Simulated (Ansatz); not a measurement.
Here is an Ansatz input file for Bi₂Te₃, space group R-3m. Write the same calculation for the Python package.

```yaml
crystal:
  lattice:
    a: 4.386
    b: 4.386
    c: 30.497
    alpha: 90.0
    beta: 90.0
    gamma: 120.0
  space_group: 166
  atoms:
    - { symbol: Bi, position: [0.6666666666666666, 0.3333333333333333, 0.73333333] }
    - { symbol: Te, position: [0.0, 0.0, 0.0] }
    - { symbol: Te, position: [0.3333333333333333, 0.6666666666666666, 0.87616667] }
  reduce_to_primitive: true
kpoints:
  mp_grid:
    grid: [6, 6, 6]
hamiltonian:
  xc: lda
scf:
  convergence:
    dr2_threshold: 1.0e-08
  occupations:
    method: gaussian
    width: 0.01
elastic:
  mode: clamped_ion
```

Script `bi2te3.py`:
```python
# -*- coding: utf-8 -*-
"""Stiffness tensor and moduli of Bi2Te3."""

import ansatz as az
import numpy as np


def main():
    crystal = (
        az.Lattice.from_parameters(4.386, 4.386, 30.497, alpha=90, beta=90, gamma=120)
        .space_group(166)
        .atom("Bi", (2 / 3, 1 / 3, 0.73333333))
        .atom("Te", (0.0, 0.0, 0.0))
        .atom("Te", (1 / 3, 2 / 3, 0.87616667))
        .primitive()
    )

    setup = (
        crystal.calculation()
        .functional("lda")
        .occupations(az.OccupationsMethod.GAUSSIAN, width=0.01)
        .scf(tolerance=1e-08)
        .kpoints(6, 6, 6)
    )
    res = setup.elastic("clamped_ion").run()
    elastic = res.elastic

    print(np.array2string(np.round(elastic.c_gpa, 1) + 0.0, suppress_small=True))
    print("Voigt stress of the unstrained cell (GPa, tension positive):", np.round(elastic.sigma0_gpa, 3) + 0.0)
    print("smallest eigenvalue of C:", round(elastic.stability.min_eigenvalue_gpa, 1), "GPa; stable:", elastic.stability.stable)
    # averaged moduli need a positive definite tensor
    if elastic.stability.min_eigenvalue_gpa > 0:
        m = elastic.moduli
        print(f"K = {m.k_hill_gpa:.1f}, G = {m.g_hill_gpa:.1f}, E = {m.youngs_gpa:.1f} GPa, Poisson ratio {m.poisson:.3f}, K/G = {m.k_hill_gpa / m.g_hill_gpa:.2f}")


if __name__ == "__main__":
    main()
```

```console
$ python bi2te3.py
DeckWarning: basis.ecutwfc = 420 eV, auto-derived from the records' recommended cutoffs: set by Bi (normal level)
DeckWarning: elastic: scf.convergence.dr2_threshold = 1e-8 eV (typed) is looser than the 1e-10 eV advised at elastic.amplitude = 2e-3. Elastic constants divide stress differences by the amplitude, so [...]
[[ 84.4  19.9  38.3 -25.1   0.    0. ]
 [ 19.9  84.4  38.3  25.1   0.    0. ]
 [ 37.9  37.9  76.    0.    0.    0. ]
 [-25.1  25.1   0.   52.4   0.    0. ]
 [  0.    0.    0.    0.   52.4 -25.1]
 [  0.    0.    0.    0.  -25.1  32.3]]
Voigt stress of the unstrained cell (GPa, tension positive): [1.62  1.62  2.072 0.    0.    0.   ]
smallest eigenvalue of C: 15.3 GPa; stable: True
K = 48.4, G = 30.1, E = 74.9 GPa, Poisson ratio 0.242, K/G = 1.61
```
(Warnings from the package without file and line, shortened.)

Caveats:
- A positive definite tensor excludes instabilities under uniform strain alone; phonons elsewhere in the zone can still be imaginary.
- The gap on the mesh is very small: a semilocal functional closes or nearly closes the gap of many narrow semiconductors.
- The cell stands under -1.8 GPa at these settings.
- Spin-orbit coupling, which matters for elements this heavy, is left out.
- These are clamped-ion constants: where atoms have free coordinates under strain, the relaxed-ion ones can be far smaller or negative, so this tensor doesn't settle whether the crystal is stable.
- The structure is a deposited one; some such entries were measured under pressure or heat, so a shift against it needn't be the functional's error alone.
- The constants belong to the cell that was strained; where it wasn't relaxed first it may be under stress.
- Wall time of the script: 4.4 min on 1 thread of Arm Neoverse V1 (shared host), peak memory 0.89 GiB.

(A comment or docstring line of the script was reworded after the run, the code is as it ran; lines on the test bed's own set-up are left out of the output.)
